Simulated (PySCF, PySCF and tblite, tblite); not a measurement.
# C₃H₅F₃Ge: telling isomers apart by computed NMR

Aim: see whether computed shieldings tell isomers of C₃H₅F₃Ge apart.

Programs: PySCF 2.14.0 with density-fitted response routines of our own, and tblite 0.8.0. All values are computed, except where a source is named. Atoms count from 0 throughout.

### 1 The molecule as given

12 atoms, charge 0, multiplicity 1; geometry from: UFF geometry. This is the first candidate.

Bonds of the start (Å): C1–C2 1.34, C1–C4 1.49, C2–Ge3 1.91, C2–H7 1.08, C4–F5 1.39, C4–F6 1.39, C4–H11 1.11, F0–C1 1.37, Ge3–H10 1.55, Ge3–H8 1.57, Ge3–H9 1.55.

### 2 GFN2-xTB relaxation, isomer A, conformer 1

The job: settings as JSON, then the geometry in Å.

```
{"job": {"xc": "GFN2-xTB", "basis": "xTB", "kind": "relax"}, "charge": 0, "multiplicity": 1}
F     -0.219100     0.409900     1.712200
C     -0.624900     0.186800     0.421100
C      0.292300    -0.154300    -0.497400
Ge     2.152100    -0.308100    -0.079500
C     -2.075000     0.305800     0.090600
F     -2.556900    -0.900300    -0.396200
F     -2.246800     1.288500    -0.883300
H     -0.019800    -0.330700    -1.521100
H      2.342000    -1.412300     1.013200
H      2.673900     1.038500     0.471900
H      2.939000    -0.710700    -1.347300
H     -2.655600     0.586100     0.989800
```

Started as:

```sh
> OMP_NUM_THREADS=1 python ens_run.py task.json out
```

One launch serves the whole session.

Log:

```text
step      E/eV     max force
  0    -681.51820    1.705
  1    -681.62939    1.328
  2    -681.70300    0.750
  3    -681.72750    0.417
  4    -681.73544    0.208
  5    -681.73761    0.111
  6    -681.73877    0.093
  7    -681.73991    0.135
  8    -681.74212    0.221
  9    -681.74451    0.214
 10    -681.74641    0.112
 11    -681.74755    0.095
 12    -681.74856    0.113
 13    -681.74969    0.144
 14    -681.75066    0.103
 15    -681.75138    0.066
 16    -681.75209    0.088
 17    -681.75296    0.110
 18    -681.75388    0.117
 19    -681.75455    0.064
 20    -681.75498    0.068
 21    -681.75539    0.071
 22    -681.75596    0.110
 23    -681.75662    0.110
 24    -681.75720    0.084
 25    -681.75768    0.083
 26    -681.75820    0.078
 27    -681.75877    0.076
 28    -681.75928    0.069
 29    -681.75964    0.056
 30    -681.75988    0.038
 31    -681.75988    0.038
 32    -681.75998    0.030
 33    -681.76016    0.027
 34    -681.76023    0.033
 35    -681.76031    0.024
 36    -681.76036    0.022
 37    -681.76040    0.021
 38    -681.76043    0.012
 39    -681.76044    0.011
 40    -681.76045    0.010
 41    -681.76046    0.008
 42    -681.76047    0.008
 43    -681.76048    0.008
 44    -681.76048    0.005
 45    -681.76049    0.006
 46    -681.76049    0.007
 47    -681.76050    0.006
 48    -681.76050    0.004
```

It took 0.58 s on 1 thread of Intel Xeon Platinum 8259CL at 2.50GHz, shared host.

The energy fell by 0.242 eV, and the atoms moved 0.11 Å (root mean square).

### 3 Shieldings, isomer A, conformer 1: PBE0/pcSseg-1

The job: settings as JSON, then the geometry in Å.

```
{"job": {"xc": "PBE0", "basis": "pcSseg-1", "kind": "nmr", "pop": true}, "charge": 0, "multiplicity": 1}
F     -0.173572     0.373509     1.575884
C     -0.584058     0.148633     0.302689
C      0.313585    -0.177682    -0.607581
Ge     2.174102    -0.310420    -0.038259
C     -2.069331     0.315882     0.125024
F     -2.630497    -0.827083    -0.341551
F     -2.339434     1.265635    -0.804470
H     -0.018675    -0.355094    -1.616993
H      2.283375    -1.345920     1.024695
H      2.610097     1.004361     0.505174
H      3.009675    -0.686212    -1.213160
H     -2.574067     0.593705     1.062519
```

Log:

```text
coarse grid: 51216 points
cycle   1  E = -2492.7283280647  dE =  2.507e-01  |g| = 1.154e+00  |ddm| = 3.203e+00
cycle   2  E = -2492.5698209734  dE =  1.585e-01  |g| = 1.481e+00  |ddm| = 1.333e+00
cycle   3  E = -2492.8666668784  dE = -2.968e-01  |g| = 2.041e-01  |ddm| = 9.016e-01
cycle   4  E = -2492.8734746153  dE = -6.808e-03  |g| = 8.353e-02  |ddm| = 1.829e-01
cycle   5  E = -2492.8746579642  dE = -1.183e-03  |g| = 2.096e-02  |ddm| = 6.638e-02
cycle   6  E = -2492.8747414374  dE = -8.347e-05  |g| = 5.011e-03  |ddm| = 1.834e-02
cycle   7  E = -2492.8747459503  dE = -4.513e-06  |g| = 8.274e-04  |ddm| = 4.044e-03
final grid: 108336 points
cycle   8  E = -2492.8747653631  dE =  5.517e-08  |g| = 1.145e-03  |ddm| = 1.567e-03
cycle   9  E = -2492.8747651503  dE =  2.129e-07  |g| = 1.669e-03  |ddm| = 1.801e-03
cycle  10  E = -2492.8747655533  dE = -4.030e-07  |g| = 5.721e-05  |ddm| = 1.063e-03
cycle  11  E = -2492.8747655539  dE = -5.743e-10  |g| = 1.397e-05  |ddm| = 4.813e-05
converged SCF energy = -2492.8747655539

GIAO shielding tensors (ppm)
atom      isotropic    diamagn.    paramagn.     s11        s22        s33       span
  0 F      254.273     476.910    -222.637    168.068    287.202    307.548    139.480
  1 C       10.661     254.512    -243.851   -112.407     67.882     76.510    188.917
  2 C       77.687     260.114    -182.426    -31.500     89.490    175.071    206.570
  3 Ge    1596.862    2754.397   -1157.535   1548.437   1577.451   1664.699    116.263
  4 C       71.099     236.295    -165.196     58.240     72.730     82.326     24.086
  5 F      294.802     472.374    -177.572    190.709    337.345    356.353    165.644
  6 F      294.784     472.372    -177.588    190.690    337.319    356.344    165.654
  7 H       25.626      32.437      -6.811     23.317     24.312     29.250      5.933
  8 H       27.694      28.552      -0.858     20.765     23.136     39.182     18.416
  9 H       27.694      28.552      -0.858     20.765     23.136     39.181     18.416
 10 H       28.078      28.383      -0.305     21.322     22.836     40.077     18.755
 11 H       25.369      26.367      -0.999     23.300     24.130     28.677      5.377
```

It took 28 s on 1 thread of Intel Xeon Platinum 8259CL at 2.50GHz, shared host; peak memory 0.89 GiB.

Key values: HOMO -8.13 eV, LUMO -0.99 eV; dipole 0.80 D.

### 4 Couplings, isomer A, conformer 1: B3LYP/6-31G*+pcJ-1

Changed since step 3:

```diff
@@ -1,2 +1,2 @@
-{"job": {"xc": "PBE0", "basis": "pcSseg-1", "kind": "nmr", "pop": true}, "charge": 0, "multiplicity": 1}
+{"job": {"xc": "B3LYP", "basis": {"default": "6-31G*", "H": "pcJ-1", "F": "pcJ-1"}, "nuclei": ["H", "F", "P", "Si", "B"], "kind": "j"}, "charge": 0, "multiplicity": 1}
 F     -0.173572     0.373509     1.575884
```

Log:

```text
coarse grid: 51216 points
cycle   1  E = -2493.4445143157  dE =  3.074e-01  |g| = 9.518e-01  |ddm| = 3.166e+00
cycle   2  E = -2493.2330470279  dE =  2.115e-01  |g| = 1.489e+00  |ddm| = 1.367e+00
cycle   3  E = -2493.5764629755  dE = -3.434e-01  |g| = 1.502e-01  |ddm| = 9.199e-01
cycle   4  E = -2493.5801372480  dE = -3.674e-03  |g| = 6.897e-02  |ddm| = 1.758e-01
cycle   5  E = -2493.5810770776  dE = -9.398e-04  |g| = 2.283e-02  |ddm| = 6.413e-02
cycle   6  E = -2493.5811768318  dE = -9.975e-05  |g| = 4.771e-03  |ddm| = 1.973e-02
cycle   7  E = -2493.5811810817  dE = -4.250e-06  |g| = 8.785e-04  |ddm| = 3.820e-03
final grid: 108336 points
cycle   8  E = -2493.5812355344  dE =  1.134e-07  |g| = 1.283e-03  |ddm| = 1.626e-03
cycle   9  E = -2493.5812351141  dE =  4.203e-07  |g| = 1.978e-03  |ddm| = 1.946e-03
cycle  10  E = -2493.5812358081  dE = -6.940e-07  |g| = 1.834e-04  |ddm| = 1.259e-03
cycle  11  E = -2493.5812358163  dE = -8.212e-09  |g| = 3.218e-05  |ddm| = 1.728e-04
cycle  12  E = -2493.5812358165  dE = -1.983e-10  |g| = 4.365e-06  |ddm| = 2.620e-05
converged SCF energy = -2493.5812358165

Indirect spin-spin couplings (Hz)
  i      j    bonds     total        FC       PSO       DSO        SD
  0 F    5 F    3     -6.943    -5.089    -5.909    -0.810     4.865
  0 F    6 F    3     -6.984    -5.123    -5.902    -0.809     4.851
  0 F    7 H    3     53.767    57.645    -2.935    -1.962     1.019
  0 F    8 H    4      5.237     4.923    -0.570     0.878     0.007
  0 F    9 H    4      5.258     4.942    -0.571     0.880     0.006
  0 F   10 H    4     18.275    21.675     0.038    -3.200    -0.239
  0 F   11 H    3      4.592     4.016     0.326     0.957    -0.707
  5 F    6 F    2    295.835    65.730   133.695    -0.471    96.881
  5 F    7 H    4     -1.978    -2.222    -0.723     0.774     0.193
  5 F    8 H    5      2.745     2.808     0.291    -0.386     0.033
  5 F    9 H    5      3.715     4.138     0.636    -1.145     0.086
  5 F   10 H    5     -0.628    -0.035     0.320    -0.915     0.002
  5 F   11 H    2     59.190    62.170     1.395    -0.798    -3.577
  6 F    7 H    4     -1.991    -2.235    -0.722     0.773     0.193
  6 F    8 H    5      3.723     4.146     0.636    -1.145     0.086
  6 F    9 H    5      2.746     2.808     0.291    -0.386     0.033
  6 F   10 H    5     -0.628    -0.035     0.320    -0.915     0.002
  6 F   11 H    2     59.218    62.202     1.393    -0.797    -3.580
  7 H    8 H    3      2.108     4.008     0.831    -2.731         -
  7 H    9 H    3      2.113     4.015     0.831    -2.732         -
  7 H   10 H    3      1.669     1.685     0.021    -0.037         -
  7 H   11 H    4      0.269     0.693     1.307    -1.731         -
  8 H    9 H    2      4.431     8.445     0.798    -4.812         -
  8 H   10 H    2      8.417    12.595     0.880    -5.058         -
  8 H   11 H    5     -0.301    -0.080     0.508    -0.729         -
  9 H   10 H    2      8.413    12.590     0.880    -5.058         -
  9 H   11 H    5     -0.301    -0.080     0.508    -0.729         -
 10 H   11 H    5     -0.370     0.607     0.682    -1.659         -
```

Wall time 51 s (1 thread of Intel Xeon Platinum 8259CL at 2.50GHz, shared host); peak memory 0.91 GiB.

In short: HOMO -7.74 eV, LUMO -1.04 eV; dipole 0.77 D.

### 5 The ensemble, isomer A: properties at PBE0/pcSseg-1

The job: settings as JSON, then the geometry in Å.

```
{"job": {"study": "conf", "smiles": "F/C(=[CH]\\[GeH3])C(F)F", "search": {"seed": 1529, "n_embed": 60, "ff_keep": 14, "window": 2.5, "nmax": 5, "temps": [250, 298.15, 350], "t_ref": 298.15, "order": 0.0005}, "level": {"nmr": {"xc": "PBE0", "basis": "pcSseg-1"}, "j": {"xc": "B3LYP", "basis": {"default": "6-31G*", "H": "pcJ-1", "F": "pcJ-1"}, "nuclei": ["H", "F", "P", "Si", "B"]}}, "kind": "conf"}, "charge": 0, "multiplicity": 1}
F     -0.173572     0.373509     1.575884
C     -0.584058     0.148633     0.302689
C      0.313585    -0.177682    -0.607581
Ge     2.174102    -0.310420    -0.038259
C     -2.069331     0.315882     0.125024
F     -2.630497    -0.827083    -0.341551
F     -2.339434     1.265635    -0.804470
H     -0.018675    -0.355094    -1.616993
H      2.283375    -1.345920     1.024695
H      2.610097     1.004361     0.505174
H      3.009675    -0.686212    -1.213160
H     -2.574067     0.593705     1.062519
```

Log:

```text
conformer  sym    E(xTB)   E(DFT)   G(298.15 K)  weight  dipole/D
    1     Cs      0.000    0.000    0.000   1.0000    0.798

mean shielding (ppm) by class
class atoms           250 K   298.15 K      350 K
  0 F  0            254.273    254.273    254.273
  1 C  1             10.661     10.661     10.661
  2 C  2             77.687     77.687     77.687
  3 Ge 3           1596.862   1596.862   1596.862
  4 C  4             71.099     71.099     71.099
  5 F  5,6          294.793    294.793    294.793
  6 H  7             25.626     25.626     25.626
  7 H  8,9,10        27.822     27.822     27.822
  8 H  11            25.369     25.369     25.369
```

Run time: 85 s. Hardware: 1 thread of Intel Xeon Platinum 8259CL at 2.50GHz, shared host. This counts the runs that the step sums up.

The search (ETKDG and KDG, UFF, GFN2-xTB) embedded 60 structures, kept 6 distinct ones after the force field and 3 after xTB; 1 was carried on (window 2.5 kcal/mol at the search's own energies). Energies: PBE0/pcSseg-1 with D3(BJ).

Conformer by conformer (298 K):

```tsv
no.	group	mirror pair	ΔE xTB	ΔE DFT	ΔG	weight (%)	μ (D)	F0–C1–C4–F5 (°)	A, B, C (GHz)
1	Cs	no	0.00	0.00	0.00	100.0	0.80	-122	4.17, 0.70, 0.68
```

Energies in kcal/mol. ΔG holds xTB vibrations and rotation, symmetry numbers and mirror pairs.

Shifts against references run at the same level (¹³C TMS 186.9, ¹H TMS 31.72, ⁷³Ge GeMe4 1331, ¹⁹F CFCl3 170.9 ppm of shielding), by class of atoms, at 298 K:

```tsv
atoms	environment	average
C1	fully substituted alkene carbon	176.3
C4	allylic sp3 CH bonded to 2 F	115.8
C2	alkene CH	109.2
H11	hydrogen on an allylic sp3 CH bonded to 2 F	6.35
H7	hydrogen on an alkene CH	6.09
H8, H9, H10	hydrogen on a germanium bonded to C	3.89
F0	vinylic fluorine	-83.3
F5, F6	fluorine of a CF2 group	-123.8
Ge3	germanium bonded to C, 3 H	-266
```

Couplings (Hz, B3LYP/6-31G*+pcJ-1; one pair named for each class), from conformers that hold 100 % of the weight:

```tsv
pair	bonds	average
F5–F6	2	295.8
F5–H11	2	59.2
H8–H9	2	7.1
F0–H7	3	53.8
F0–F5	3	-7.0
F0–H11	3	4.6
H7–H8	3	2.0
F0–H8	4	9.6
F5–H7	4	-2.0
```

Effective distances for nuclear Overhauser effects, ⟨r⁻⁶⟩^(−1/6) over all pairs of two classes (Å): H7···H8 3.37; H7···H11 3.82.

### 6 GFN2-xTB relaxation, isomer B, conformer 1

The job: settings as JSON, then the geometry in Å.

```
{"job": {"xc": "GFN2-xTB", "basis": "xTB", "kind": "relax"}, "charge": 0, "multiplicity": 1}
F      2.098600     1.463200     0.343200
C      1.044300     0.613100     0.156000
C     -0.175500     1.117500     0.035600
Ge    -1.776200     0.056800    -0.209700
C      1.326600    -0.871400     0.149200
F      2.655300    -1.103300     0.426100
F      1.045200    -1.379400    -1.114700
H     -0.306900     2.203000     0.068800
H     -1.657000    -0.781700    -1.505400
H     -3.015400     0.979100    -0.288300
H     -1.942500    -0.907100     1.007200
H      0.704800    -1.390500     0.905900
```

Log:

```text
step      E/eV     max force
  0    -681.47662    1.212
  1    -681.56602    0.627
  2    -681.62258    0.695
  3    -681.64045    0.346
  4    -681.64632    0.236
  5    -681.64878    0.146
  6    -681.65122    0.154
  7    -681.65359    0.114
  8    -681.65476    0.096
  9    -681.65592    0.103
 10    -681.65707    0.112
 11    -681.65856    0.119
 12    -681.65983    0.094
 13    -681.66075    0.082
 14    -681.66159    0.092
 15    -681.66293    0.136
 16    -681.66513    0.178
 17    -681.66819    0.195
 18    -681.67167    0.212
 19    -681.67529    0.191
 20    -681.67858    0.187
 21    -681.68209    0.166
 22    -681.68501    0.134
 23    -681.68715    0.123
 24    -681.68942    0.185
 25    -681.69184    0.194
 26    -681.69493    0.180
 27    -681.69864    0.153
 28    -681.70172    0.165
 29    -681.70596    0.222
 30    -681.71149    0.262
 31    -681.71651    0.199
 32    -681.71985    0.145
 33    -681.72280    0.190
 34    -681.72476    0.239
 35    -681.73036    0.301
 36    -681.73434    0.157
 37    -681.73980    0.124
 38    -681.74228    0.146
 39    -681.74750    0.220
 40    -681.75224    0.190
 41    -681.75664    0.176
 42    -681.75902    0.170
 43    -681.76212    0.183
 44    -681.76673    0.239
 45    -681.76261    0.370
 46    -681.77184    0.161
 47    -681.77311    0.116
 48    -681.77509    0.078
 49    -681.77596    0.082
 50    -681.77772    0.078
 51    -681.77836    0.065
 52    -681.77885    0.056
 53    -681.77925    0.064
 54    -681.77984    0.066
 55    -681.78061    0.117
 56    -681.78176    0.162
 57    -681.78340    0.181
 58    -681.78547    0.153
 59    -681.78737    0.087
 60    -681.78871    0.096
 61    -681.78978    0.088
 62    -681.79063    0.181
 63    -681.79258    0.159
 64    -681.79506    0.128
 65    -681.78791    0.690
 66    -681.80110    0.202
 67    -681.80466    0.103
 68    -681.80882    0.334
 69    -681.81252    0.180
 70    -681.82228    0.160
 71    -681.82580    0.201
 72    -681.83121    0.188
 73    -681.83796    0.234
 74    -681.84239    0.194
 75    -681.84575    0.290
 76    -681.84822    0.193
 77    -681.85003    0.111
 78    -681.85258    0.156
 79    -681.85561    0.188
 80    -681.85937    0.270
 81    -681.86353    0.205
 82    -681.86805    0.234
 83    -681.87272    0.181
 84    -681.87343    0.405
 85    -681.87874    0.205
 86    -681.88184    0.138
 87    -681.88689    0.194
 88    -681.88971    0.191
 89    -681.89271    0.144
 90    -681.89624    0.171
 91    -681.89738    0.213
 92    -681.90003    0.108
 93    -681.90217    0.131
 94    -681.90422    0.123
 95    -681.90544    0.084
 96    -681.90646    0.080
 97    -681.90735    0.068
 98    -681.90815    0.084
 99    -681.90881    0.072
100    -681.90954    0.083
101    -681.91078    0.125
102    -681.91254    0.139
103    -681.91447    0.141
104    -681.91572    0.110
105    -681.91648    0.076
106    -681.91687    0.042
107    -681.91715    0.037
108    -681.91715    0.037
109    -681.91722    0.030
110    -681.91740    0.028
111    -681.91749    0.035
112    -681.91762    0.039
113    -681.91773    0.026
114    -681.91784    0.033
115    -681.91795    0.029
116    -681.91804    0.023
117    -681.91810    0.021
118    -681.91816    0.022
119    -681.91822    0.028
120    -681.91830    0.030
121    -681.91839    0.026
122    -681.91849    0.030
123    -681.91860    0.029
124    -681.91871    0.032
125    -681.91881    0.029
126    -681.91889    0.026
127    -681.91897    0.029
128    -681.91906    0.031
129    -681.91917    0.028
130    -681.91926    0.027
131    -681.91934    0.025
132    -681.91941    0.022
133    -681.91946    0.016
134    -681.91949    0.011
135    -681.91952    0.013
136    -681.91953    0.014
137    -681.91955    0.012
138    -681.91957    0.011
139    -681.91959    0.011
140    -681.91961    0.011
141    -681.91962    0.011
142    -681.91964    0.013
143    -681.91966    0.010
144    -681.91967    0.013
145    -681.91969    0.010
146    -681.91970    0.010
147    -681.91972    0.014
148    -681.91974    0.014
149    -681.91975    0.011
150    -681.91976    0.007
151    -681.91976    0.009
152    -681.91977    0.010
153    -681.91977    0.008
154    -681.91978    0.004
155    -681.91978    0.004
```

It took 1.4 s on 1 thread of Intel Xeon Platinum 8259CL at 2.50GHz, shared host.

The energy fell by 0.443 eV, and the atoms moved 1.00 Å (root mean square).

### 7 Shieldings, isomer B, conformer 1: PBE0/pcSseg-1

The job: settings as JSON, then the geometry in Å.

```
{"job": {"xc": "PBE0", "basis": "pcSseg-1", "kind": "nmr", "pop": false}, "charge": 0, "multiplicity": 1}
F      1.975783     1.356860     0.999109
C      0.964557     0.625860     0.475928
C     -0.219982     1.125650     0.187980
Ge    -1.646575     0.011126    -0.541296
C      1.339815    -0.810610     0.255052
F      1.463655    -1.077173    -1.069429
F      0.333034    -1.617189     0.685619
H     -0.394713     2.173950     0.379567
H     -1.149068    -0.919861    -1.583028
H     -2.633310     0.957183    -1.144985
H     -2.304600    -0.728027     0.569477
H      2.272602    -1.098455     0.759981
```

Log:

```text
coarse grid: 51216 points
cycle   1  E = -2492.7272429904  dE =  2.805e-01  |g| = 1.150e+00  |ddm| = 3.218e+00
cycle   2  E = -2492.5714222021  dE =  1.558e-01  |g| = 1.475e+00  |ddm| = 1.306e+00
cycle   3  E = -2492.8648508939  dE = -2.934e-01  |g| = 1.958e-01  |ddm| = 8.734e-01
cycle   4  E = -2492.8710005820  dE = -6.150e-03  |g| = 8.050e-02  |ddm| = 1.689e-01
cycle   5  E = -2492.8720663758  dE = -1.066e-03  |g| = 2.007e-02  |ddm| = 6.389e-02
cycle   6  E = -2492.8721446180  dE = -7.824e-05  |g| = 5.289e-03  |ddm| = 1.759e-02
cycle   7  E = -2492.8721498215  dE = -5.203e-06  |g| = 7.862e-04  |ddm| = 4.216e-03
final grid: 108336 points
cycle   8  E = -2492.8721112195  dE =  1.651e-09  |g| = 9.622e-04  |ddm| = 1.748e-03
cycle   9  E = -2492.8721110823  dE =  1.372e-07  |g| = 1.372e-03  |ddm| = 1.411e-03
cycle  10  E = -2492.8721113572  dE = -2.749e-07  |g| = 6.984e-05  |ddm| = 8.528e-04
cycle  11  E = -2492.8721113583  dE = -1.067e-09  |g| = 1.759e-05  |ddm| = 7.339e-05
cycle  12  E = -2492.8721113583  dE = -4.638e-11  |g| = 3.408e-06  |ddm| = 1.102e-05
converged SCF energy = -2492.8721113583

GIAO shielding tensors (ppm)
atom      isotropic    diamagn.    paramagn.     s11        s22        s33       span
  0 F      246.677     473.744    -227.067    133.894    285.419    320.718    186.824
  1 C       14.676     254.304    -239.628    -98.429     66.611     75.847    174.276
  2 C       78.820     261.740    -182.919    -19.649     79.586    176.525    196.174
  3 Ge    1579.763    2754.810   -1175.047   1532.939   1553.137   1653.212    120.274
  4 C       68.909     239.407    -170.498     58.446     67.786     80.495     22.050
  5 F      295.024     475.045    -180.021    191.794    330.320    362.959    171.166
  6 F      292.250     476.971    -184.721    196.117    313.967    366.667    170.550
  7 H       25.760      30.973      -5.212     23.118     26.357     27.806      4.688
  8 H       27.386      29.022      -1.636     19.767     24.522     37.868     18.102
  9 H       28.063      28.583      -0.520     21.212     22.711     40.266     19.055
 10 H       27.641      28.882      -1.242     20.752     23.112     39.059     18.307
 11 H       25.388      26.519      -1.131     23.039     23.513     29.613      6.574
```

Run time: 25 s. Hardware: 1 thread of Intel Xeon Platinum 8259CL at 2.50GHz, shared host; peak memory 0.93 GiB.

Key values: HOMO -8.10 eV, LUMO -0.93 eV; dipole 0.57 D.

(Part 1 of 2 ends here.)
